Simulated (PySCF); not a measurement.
# GeH4: geometry

What geometry should GeH4 (`[GeH4]`) show?

Computed with PySCF 2.14.0, on a single molecule in the gas phase. Atoms count from 0, in the outputs and in this text.

### 1 The starting structure

5 atoms, charge 0, multiplicity 1; geometry from: GFN2-xTB. The atoms were then displaced at random by about 0.01 Å, so the start is not that level's minimum.

Bonds of the start (Å): Ge0–H1 1.49, Ge0–H2 1.44, Ge0–H3 1.49, Ge0–H4 1.48.

### 2 Optimising the geometry at PBE0-D3(BJ)/def2-SVP

What the job is given:

```
{"job": {"xc": "PBE0", "basis": "def2-SVP", "d3": "d3bj", "grid": 1, "shake": 0.01, "kind": "geom"}, "charge": 0, "multiplicity": 1}
Ge     0.022340    -0.024660     0.000570
H     -0.602510    -0.856550    -1.060380
H      0.533470    -0.860380     1.062710
H     -1.007190     0.893780     0.557470
H      1.087460     0.813830    -0.598250
```

Command:

```bash
$ OMP_NUM_THREADS=1 python probes_run.py task.json out
```

This one command runs all jobs of the session in turn.

Predict these results of the whole session: point group; rotational constants (main isotopes).

The runs gave:

```
                            quantity                    value
                         point group                       Td
rotational constants (main isotopes)  79.62, 79.60, 79.56 GHz
```

In words: Over 3 steps the energy fell by 0.165 eV; of the close pairs, Ge0–H2 changed most, 1.445 to 1.537 Å.
